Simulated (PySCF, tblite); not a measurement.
# C₉H₇Cl: excited states, first hyperpolarisability

Aim: compute the excited states, first hyperpolarisability of C₉H₇Cl (`ClC1=CC=CC12C=CC=C2`).

Computed with tblite 0.8.0 and PySCF 2.14.0 and routines of our own; the level stands in each step. Atoms count from 0.

## 1. The system as given

17 atoms, charge 0, multiplicity 1; geometry from: force field or distance geometry start.

## 2. Relaxing the molecule with GFN2-xTB

What the job is given:

```
{"job": {"kind": "relax", "xc": "GFN2-xTB", "basis": "xTB"}, "charge": 0, "multiplicity": 1}
Cl    -0.263400    -2.501700     1.284800
C      0.608700    -1.148800     0.735700
C      1.938600    -0.968400     0.919800
C      2.306400     0.300200     0.309900
C      1.222900     0.875400    -0.212600
C      0.003300     0.005800    -0.006200
C     -1.094600     0.727500     0.727100
C     -2.196900     0.750100    -0.022700
C     -1.939600     0.070600    -1.274600
C     -0.680200    -0.365900    -1.290100
H      2.610900    -1.633700     1.415300
H      3.309200     0.682500     0.317000
H      1.206800     1.828600    -0.723500
H     -0.997200     1.148300     1.716300
H     -3.154900     1.194800     0.242300
H     -2.678100    -0.050000    -2.048200
H     -0.208900    -0.903400    -2.100400
```

Launch:

```bash
> OMP_NUM_THREADS=1 python excited_run.py task.json out
```

One launch serves the whole session: the jobs run in the order shown.

The log of the run:

```text
step      E/eV     max force
  0    -743.14901    0.977
  1    -743.16656    0.780
  2    -743.17499    0.192
  3    -743.17846    0.181
  4    -743.18385    0.244
  5    -743.18825    0.262
  6    -743.19152    0.172
  7    -743.19313    0.109
  8    -743.19422    0.088
  9    -743.19529    0.094
 10    -743.19602    0.062
 11    -743.19641    0.053
 12    -743.19664    0.049
 13    -743.19680    0.029
 14    -743.19688    0.017
 15    -743.19691    0.013
 16    -743.19693    0.012
 17    -743.19695    0.013
 18    -743.19698    0.015
 19    -743.19701    0.015
 20    -743.19704    0.014
 21    -743.19707    0.016
 22    -743.19710    0.016
 23    -743.19712    0.013
 24    -743.19715    0.014
 25    -743.19718    0.018
 26    -743.19723    0.023
 27    -743.19729    0.023
 28    -743.19734    0.016
 29    -743.19739    0.015
 30    -743.19742    0.015
 31    -743.19747    0.018
 32    -743.19751    0.015
 33    -743.19755    0.019
 34    -743.19760    0.023
 35    -743.19766    0.022
 36    -743.19771    0.015
 37    -743.19773    0.011
 38    -743.19775    0.007
```

It took 0.36 s on 1 thread of Intel Xeon Platinum 8375C at 2.90GHz, shared host; peak memory 0.18 GiB.

Step by step: (not every step is listed)

| step | energy from step 0 (eV) | largest force (eV/Å) |
| --- | --- | --- |
| 0 | 0.0000 | 0.9765 |
| 1 | -0.0176 | 0.7804 |
| 2 | -0.0260 | 0.1925 |
| 3 | -0.0294 | 0.1809 |
| 4 | -0.0348 | 0.2442 |
| 5 | -0.0392 | 0.2621 |
| 6 | -0.0425 | 0.1716 |
| 7 | -0.0441 | 0.1093 |
| 8 | -0.0452 | 0.0879 |
| 10 | -0.0470 | 0.0621 |
| 12 | -0.0476 | 0.0486 |
| 14 | -0.0479 | 0.0169 |
| 16 | -0.0479 | 0.0122 |
| 18 | -0.0480 | 0.0151 |
| 20 | -0.0480 | 0.0139 |
| 22 | -0.0481 | 0.0164 |
| 24 | -0.0481 | 0.0137 |
| 26 | -0.0482 | 0.0232 |
| 28 | -0.0483 | 0.0164 |
| 30 | -0.0484 | 0.0153 |
| 32 | -0.0485 | 0.0151 |
| 33 | -0.0485 | 0.0190 |
| 34 | -0.0486 | 0.0230 |
| 35 | -0.0487 | 0.0218 |
| 36 | -0.0487 | 0.0152 |
| 37 | -0.0487 | 0.0114 |
| 38 | -0.0487 | 0.0071 |

Close pairs (by a distance rule), those that changed most:

| bond | before (Å) | after (Å) | change (Å) |
| --- | --- | --- | --- |
| C7–H14 | 1.089 | 1.075 | -0.014 |
| C1–C2 | 1.355 | 1.341 | -0.013 |
| C4–H12 | 1.082 | 1.073 | -0.008 |
| C1–C5 | 1.500 | 1.508 | +0.008 |
| C4–C5 | 1.512 | 1.504 | -0.008 |
| C9–H16 | 1.081 | 1.073 | -0.007 |
| C2–C3 | 1.455 | 1.448 | -0.007 |
| C2–H10 | 1.068 | 1.074 | +0.006 |

The next job starts from the end point, and lists it.

## 3. Infrared spectrum with GFN2-xTB

What the job is given:

```
{"job": {"kind": "ir", "xc": "GFN2-xTB", "basis": "xTB"}, "charge": 0, "multiplicity": 1}
Cl    -0.364399    -2.440121     1.238311
C      0.606321    -1.133871     0.734581
C      1.924514    -0.964983     0.915547
C      2.309021     0.296010     0.315816
C      1.237872     0.889142    -0.224171
C      0.017744     0.034782    -0.015468
C     -1.089564     0.730470     0.732317
C     -2.203011     0.725950    -0.006571
C     -1.942997     0.052860    -1.265799
C     -0.670996    -0.355600    -1.296985
H      2.594497    -1.637926     1.417032
H      3.316073     0.672285     0.319978
H      1.186929     1.828520    -0.740607
H     -0.937890     1.140296     1.712691
H     -3.155216     1.145003     0.265565
H     -2.679799    -0.085055    -2.036605
H     -0.156098    -0.885730    -2.075542
```

The log of the run:

```text
mode    cm-1     km/mol
  1      72.0      0.53
  2      85.3      0.89
  3     144.0      0.11
  4     241.7      0.20
  5     263.1      0.31
  6     383.4      0.25
  7     498.3      0.04
  8     498.3      0.01
  9     529.5      0.01
 10     530.6      0.31
 11     585.7      0.15
 12     773.4     16.63
 13     776.5     12.56
 14     786.9      0.00
 15     793.3      6.43
 16     796.3      4.08
 17     827.8      6.35
 18     838.7      3.19
 19     865.8      0.72
 20     870.8      0.41
 21     878.0      0.01
 22     934.7     16.23
 23    1027.9      6.27
 24    1052.0      0.92
 25    1073.1      2.48
 26    1076.6      7.63
 27    1089.5      4.50
 28    1116.8      4.86
 29    1135.3      0.02
 30    1204.1     44.65
 31    1211.2     25.59
 32    1227.1      0.14
 33    1307.2      7.31
 34    1328.4     18.22
 35    1544.0     64.84
 36    1562.6      7.35
 37    1624.3      7.59
 38    1635.5      0.04
 39    3126.2      9.54
 40    3130.9     25.35
 41    3133.3     28.85
 42    3148.7     17.36
 43    3152.9     38.93
 44    3154.8      6.15
 45    3156.2     18.87
```

Wall time 0.93 s (1 thread of Intel Xeon Platinum 8375C at 2.90GHz, shared host); peak memory 0.18 GiB.

Which atoms move in the most intense modes:

| cm⁻¹ | km/mol | atoms |
| --- | --- | --- |
| 1204 | 44.6 | C5 43 %, C1 15 %, H11 13 % |
| 1211 | 25.6 | H10 26 %, C5 25 %, C2 14 % |
| 1328 | 18.2 | C7 18 %, C8 18 %, C5 11 % |
| 1544 | 64.8 | C1 25 %, C4 19 %, C2 19 %, C3 15 % |
| 3131 | 25.4 | H11 78 % |
| 3133 | 28.9 | H15 44 %, H14 31 % |
| 3153 | 38.9 | H16 59 %, H13 25 % |
| 3156 | 18.9 | H12 75 %, H11 11 % |

## 4. Excited states: TDA CAM-B3LYP/def2-SVP

The job, as its differences from that of step 3:

```diff
@@ -1,2 +1,2 @@
-{"job": {"kind": "ir", "xc": "GFN2-xTB", "basis": "xTB"}, "charge": 0, "multiplicity": 1}
+{"job": {"kind": "states", "xc": "CAM-B3LYP", "basis": "def2-SVP", "tda": true, "soc": true, "nstates": 8, "ntriplets": 6, "nquad": 4}, "charge": 0, "multiplicity": 1}
 Cl    -0.364399    -2.440121     1.238311
```

Method: TDA CAM-B3LYP/def2-SVP excited states, vertical, gas phase, spin-orbit mean-field couplings.

The log of the run:

```text
coarse grid: 15744 points
cycle   1  E = -806.5273075639  dE =  2.243e+00  |g| = 3.925e-01  |ddm| = 5.140e+00
cycle   2  E = -806.5387397252  dE = -1.143e-02  |g| = 3.893e-01  |ddm| = 1.031e+00
cycle   3  E = -806.5727479894  dE = -3.401e-02  |g| = 8.662e-02  |ddm| = 5.293e-01
cycle   4  E = -806.5745192344  dE = -1.771e-03  |g| = 3.523e-02  |ddm| = 1.571e-01
cycle   5  E = -806.5748211872  dE = -3.020e-04  |g| = 1.025e-02  |ddm| = 5.798e-02
cycle   6  E = -806.5748473463  dE = -2.616e-05  |g| = 2.770e-03  |ddm| = 1.488e-02
cycle   7  E = -806.5748498620  dE = -2.516e-06  |g| = 1.048e-03  |ddm| = 4.552e-03
final grid: 150224 points
cycle   8  E = -806.6975237622  dE = -3.860e-05  |g| = 3.895e-03  |ddm| = 2.886e-02
cycle   9  E = -806.6975247858  dE = -1.024e-06  |g| = 3.512e-03  |ddm| = 1.093e-02
cycle  10  E = -806.6975279508  dE = -3.165e-06  |g| = 4.274e-04  |ddm| = 5.483e-03
cycle  11  E = -806.6975279854  dE = -3.453e-08  |g| = 2.318e-04  |ddm| = 8.178e-04
cycle  12  E = -806.6975279985  dE = -1.312e-08  |g| = 4.958e-05  |ddm| = 3.084e-04
cycle  13  E = -806.6975279991  dE = -5.953e-10  |g| = 1.344e-05  |ddm| = 6.882e-05
converged SCF energy = -806.6975279991

Singlet excitations
state   eV       nm        f     d(h-e)  d(exc)  Lambda  PR(NTO)  |dmu|/D   mu/D   main configurations
  1   4.6870   264.5   0.05179   1.257   3.162   0.751   1.044    3.658    3.766   H->L 0.93
  2   4.6995   263.8   0.01912   1.682   3.307   0.634   1.031    4.890    4.946   H->L+1 0.97
  3   5.6902   217.9   0.13016   1.134   3.102   0.633   1.066    2.858    2.668   H-1->L 0.94
  4   5.7989   213.8   0.07935   0.667   2.868   0.745   1.096    1.793    1.642   H-1->L+1 0.95
  5   6.6713   185.8   0.00067   1.445   3.039   0.378   1.030                     H-2->L 0.95
  6   6.7736   183.0   0.00360   0.040   3.120   0.789   2.181                     H->L+2 0.60, H-3->L 0.27
  7   6.9914   177.3   0.00208   0.662   3.131   0.416   1.043                     H->L+3 0.76, H-1->L+3 0.10
  8   7.1184   174.2   0.00105   0.384   2.963   0.634   2.834                     H-2->L+1 0.39, H-1->L+2 0.21, H-3->L 0.18

Triplet excitations (Tamm-Dancoff)
state   eV     d(h-e)  d(exc)  Lambda  PR(NTO)   main configurations
  1   2.7905   0.066   2.469   0.735   1.068   H->L 0.80, H-1->L 0.15
  2   2.9053   0.067   2.352   0.678   1.072   H->L+1 0.57, H-1->L+1 0.39
  3   4.8500   0.185   2.368   0.759   2.568   H->L+2 0.41, H-3->L 0.27, H-1->L 0.09
  4   5.0482   2.305   3.507   0.702   1.012   H-1->L+1 0.57, H->L+1 0.41
  5   5.0631   0.145   2.192   0.704   2.672   H-4->L+1 0.32, H-1->L+2 0.18, H->L+7 0.11
  6   5.1894   2.048   3.314   0.672   1.184   H-1->L 0.68, H->L 0.15
S1 - T1 = 1.8965 eV

Spin-orbit couplings |<S|Hso|T>| (cm-1)
             T1       T2       T3       T4       T5       T6
S0        0.631    0.685    0.550    3.542    0.686    3.196
S1        0.296    3.013    1.245    2.257    0.814    0.269
S2        2.755    0.312    0.880    0.258    2.700    0.821
S3        0.118    1.937    1.318    4.132    0.981    0.143
S4        3.118    0.114    3.667    0.140    2.274    4.081
S5       58.441    0.454   45.218    1.240   28.915   27.775
S6        0.911    0.597    0.626    4.801    0.672    0.582
S7       26.823    1.390   14.538    2.747    4.574    4.553
S8        0.328    0.603    1.811   39.652    2.938    2.415
T1 sublevels (cm-1): 0.000 0.093 0.111   radiative rates (1/s): 0.097 0.307 0.153
```

It took 52 s on 1 thread of Intel Xeon Platinum 8375C at 2.90GHz, shared host; peak memory 0.89 GiB.

In short:

| quantity | value |
| --- | --- |
| S1 less T1 | 1.90 eV |

## 5. Excited states: TDDFT B3LYP/def2-SVPD

The job, as its differences from that of step 4:

```diff
@@ -1,2 +1,2 @@
-{"job": {"kind": "states", "xc": "CAM-B3LYP", "basis": "def2-SVP", "tda": true, "soc": true, "nstates": 8, "ntriplets": 6, "nquad": 4}, "charge": 0, "multiplicity": 1}
+{"job": {"kind": "states", "xc": "B3LYP", "basis": "def2-SVPD", "tpa": true, "nstates": 6, "nquad": 5, "ntriplets": 0}, "charge": 0, "multiplicity": 1}
 Cl    -0.364399    -2.440121     1.238311
```

Level: TDDFT B3LYP/def2-SVPD excited states, vertical, gas phase, two-photon moments by quadratic response.

The log of the run:

```text
coarse grid: 15744 points
cycle   1  E = -806.7493909202  dE =  1.780e+00  |g| = 4.534e-01  |ddm| = 1.374e+01
cycle   2  E = -806.7183592815  dE =  3.103e-02  |g| = 5.786e-01  |ddm| = 3.873e+00
cycle   3  E = -806.8019915720  dE = -8.363e-02  |g| = 1.403e-01  |ddm| = 1.933e+00
cycle   4  E = -806.8068019625  dE = -4.810e-03  |g| = 4.691e-02  |ddm| = 6.498e-01
cycle   5  E = -806.8073110234  dE = -5.091e-04  |g| = 1.527e-02  |ddm| = 2.554e-01
cycle   6  E = -806.8073641541  dE = -5.313e-05  |g| = 5.662e-03  |ddm| = 6.823e-02
cycle   7  E = -806.8073717036  dE = -7.550e-06  |g| = 1.690e-03  |ddm| = 2.022e-02
final grid: 150224 points
cycle   8  E = -806.9264367619  dE = -5.270e-05  |g| = 6.651e-03  |ddm| = 2.963e-01
cycle   9  E = -806.9264243441  dE =  1.242e-05  |g| = 9.558e-03  |ddm| = 6.100e-02
cycle  10  E = -806.9264483406  dE = -2.400e-05  |g| = 1.555e-03  |ddm| = 3.365e-02
cycle  11  E = -806.9264489632  dE = -6.226e-07  |g| = 2.957e-04  |ddm| = 5.209e-03
cycle  12  E = -806.9264489823  dE = -1.909e-08  |g| = 1.379e-04  |ddm| = 1.738e-03
cycle  13  E = -806.9264489864  dE = -4.168e-09  |g| = 5.070e-05  |ddm| = 6.051e-04
cycle  14  E = -806.9264489870  dE = -6.041e-10  |g| = 1.553e-05  |ddm| = 2.039e-04
converged SCF energy = -806.9264489870

Singlet excitations
state   eV       nm        f     d(h-e)  d(exc)  Lambda  PR(NTO)  |dmu|/D   mu/D   delta(TPA)   sigma/GM   main configurations
  1   3.8946   318.3   0.00414   2.026   3.518   0.655   1.025    5.418    5.462        0.94      0.005   H->L+1 0.95
  2   3.9166   316.6   0.01685   1.748   3.410   0.733   1.040    4.609    4.803        1.78      0.010   H->L 0.91
  3   4.9125   252.4   0.10247   0.992   3.180   0.648   1.100    2.190    1.973       37.72      0.333   H-1->L 0.91
  4   5.0591   245.1   0.04571   0.591   2.959   0.728   1.122    1.426    1.320        0.63      0.006   H-1->L+1 0.94
  5   5.6432   219.7   0.00144   0.796   4.178   0.356   1.025    3.634    3.417        1.28      0.015   H->L+3 0.54, H->L+2 0.44
  6   5.6881   218.0   0.00221   2.030   4.367   0.357   1.026                                            H->L+2 0.55, H->L+3 0.43
```

Run time: 88 s. Hardware: 1 thread of Intel Xeon Platinum 8375C at 2.90GHz, shared host; peak memory 1.1 GiB.

## 6. First hyperpolarisability: quadratic response CAM-B3LYP/def2-SVPD

The job, as its differences from that of step 5:

```diff
@@ -1,2 +1,2 @@
-{"job": {"kind": "states", "xc": "B3LYP", "basis": "def2-SVPD", "tpa": true, "nstates": 6, "nquad": 5, "ntriplets": 0}, "charge": 0, "multiplicity": 1}
+{"job": {"kind": "beta", "xc": "CAM-B3LYP", "basis": "def2-SVPD", "wavelengths": [1064, 800]}, "charge": 0, "multiplicity": 1}
 Cl    -0.364399    -2.440121     1.238311
```

With the program's defaults for keys left out, this is: quadratic response CAM-B3LYP/def2-SVPD first hyperpolarisability, Taylor convention, gas phase.

The log of the run:

```text
coarse grid: 15744 points
cycle   1  E = -806.5537527494  dE =  2.239e+00  |g| = 3.912e-01  |ddm| = 1.291e+01
cycle   2  E = -806.5649037859  dE = -1.115e-02  |g| = 3.901e-01  |ddm| = 2.750e+00
cycle   3  E = -806.5988644564  dE = -3.396e-02  |g| = 8.753e-02  |ddm| = 1.495e+00
cycle   4  E = -806.6006350269  dE = -1.771e-03  |g| = 3.850e-02  |ddm| = 4.835e-01
cycle   5  E = -806.6010029091  dE = -3.679e-04  |g| = 9.978e-03  |ddm| = 2.184e-01
cycle   6  E = -806.6010276312  dE = -2.472e-05  |g| = 3.028e-03  |ddm| = 3.963e-02
cycle   7  E = -806.6010305395  dE = -2.908e-06  |g| = 1.141e-03  |ddm| = 1.353e-02
final grid: 150224 points
cycle   8  E = -806.7234468482  dE = -4.374e-05  |g| = 4.006e-03  |ddm| = 1.777e-01
cycle   9  E = -806.7234476066  dE = -7.584e-07  |g| = 3.813e-03  |ddm| = 3.891e-02
cycle  10  E = -806.7234513253  dE = -3.719e-06  |g| = 4.199e-04  |ddm| = 1.702e-02
cycle  11  E = -806.7234513564  dE = -3.112e-08  |g| = 2.598e-04  |ddm| = 2.440e-03
cycle  12  E = -806.7234513732  dE = -1.683e-08  |g| = 5.122e-05  |ddm| = 1.020e-03
cycle  13  E = -806.7234513739  dE = -6.603e-10  |g| = 1.620e-05  |ddm| = 2.242e-04
converged SCF energy = -806.7234513739

Lowest singlets (eV, f): 4.3670 0.0462  4.4589 0.0161  5.4225 0.0768

First hyperpolarisability (au)
process     nm      |vector|   parallel      HRS      DR
static         -       92.32     -52.15      35.37   6.845
shg       1064.0      121.31     -69.59      45.75   7.467
eope      1064.0      100.55     -57.09          -       -
shg        800.0      156.97     -91.23      59.01   7.645
eope       800.0      107.75     -61.41          -       -
```

Wall time 1.7 min (1 thread of Intel Xeon Platinum 8375C at 2.90GHz, shared host); peak memory 1.4 GiB.

## 7. Summary of results

```
                                                 quantity                                              value
                strongest single infrared mode (GFN2-xTB)                               1544 cm⁻¹, 65 km/mol
                             zero-point energy (GFN2-xTB)                                      78.9 kcal/mol
              S1 less T1 (step 4, TDA CAM-B3LYP/def2-SVP)                                            1.90 eV
β vector (step 6, quadratic response CAM-B3LYP/def2-SVPD)  static 92, SHG 1064.0 nm 121, SHG 800.0 nm 157 au
```

**Reading.** All 45 modes are real, so the xTB geometry is a minimum. The strongest single mode, at 1544 cm⁻¹, is spread over several atoms, C1, C4, C2, C3 among them. GFN2-xTB is a fitted tight-binding method: band positions and strengths are rough. Its intensities can rank the bands wrongly. In step 4, the number of triplets below S1 is 2, and the largest singlet-triplet spin-orbit coupling is S5–T1, 58.44 cm⁻¹. β grows from 92 au (static) to 157 au for doubling at 800.0 nm: normal dispersion, which grows as twice the photon energy moves toward the bright states.
